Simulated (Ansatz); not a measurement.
# SnAs3: a trial structure relaxed

Aim: relax SnAs3 from this start, Cu3Au (L1_2) type (Pm-3m, No. 221), and see where it ends.

Program: Ansatz 0.2.0. Level of theory: DFT PBE, scalar-relativistic, plane waves, PAW. These are calculated values, not measurements.

It takes space group Pm-3m (No. 221, cubic). The conventional cell has a = 4.416 Å, b = 4.416 Å, c = 4.416 Å, α = 90.00°, β = 90.00°, γ = 90.00°. Sn (site symmetry m-3m) has 12 As at 3.12 Å as nearest neighbours. As (site symmetry 4/mmm) has 4 Sn at 3.12 Å and 8 As at 3.12 Å as nearest neighbours.

As a file:

```
Sn As
1.0
     4.41610    0.00000    0.00000
     0.00000    4.41610    0.00000
     0.00000    0.00000    4.41610
Sn As
1 3
Direct
  0.00000 0.00000 0.00000
  0.00000 0.50000 0.50000
  0.50000 0.00000 0.50000
  0.50000 0.50000 0.00000
```

The structure above is the start of the run; the results belong to its end.

Formation energies count from the elements, computed with the same settings in runs not shown here.

| quantity | value |
| --- | --- |
| cell | a = 4.413 Å, b = 4.413 Å, c = 4.413 Å, α = 90.00°, β = 90.00°, γ = 90.00° |
| space group | Pm-3m (No. 221) |
| volume | 21.49 Å³/atom |
| gap on the mesh | none (metal) |
| formation energy from the elements | +0.395 eV/atom |

**Reading.** The space group stayed Pm-3m, and from the first guess the volume went from 21.53 to 21.49 Å³/atom. The formation energy of +0.39 eV/atom is positive, so the elements lie lower than this structure; another structure of the compound can lie lower.

**Question.** Which input and command would start the relaxation behind these results?

A: The one used for the relaxation. It is one of several that fit.

Input file input.yaml:

```yaml
crystal:
  lattice:
    - [4.4161024115, 0.0, 0.0]
    - [0.0, 4.4161024115, 0.0]
    - [0.0, 0.0, 4.4161024115]
  atoms:
    - { symbol: Sn, position: [0.0, 0.0, 0.0] }
    - { symbol: As, position: [0.0, 0.5, 0.5] }
    - { symbol: As, position: [0.5, 0.0, 0.5] }
    - { symbol: As, position: [0.5, 0.5, 0.0] }
basis:
  ecutwfc: 420
kpoints:
  mp_grid: { grid: [10, 10, 10] }
hamiltonian:
  xc: pbe
scf:
  occupations: { method: gaussian, width: 0.1 }
output:
  forces: true
  stress: true
  eigenvalues: true
relax:
  adjacent_minimum: "off"
  f_tol: 0.01
  max_steps: 80
  cell: { stress_tol: 0.05 }
```

Started as:

```sh
> ansatz run input.yaml --threads 1 --pin off --max-ram 2560MiB --backend cpu --events-out ev --progress --plain --runs-dir out
```
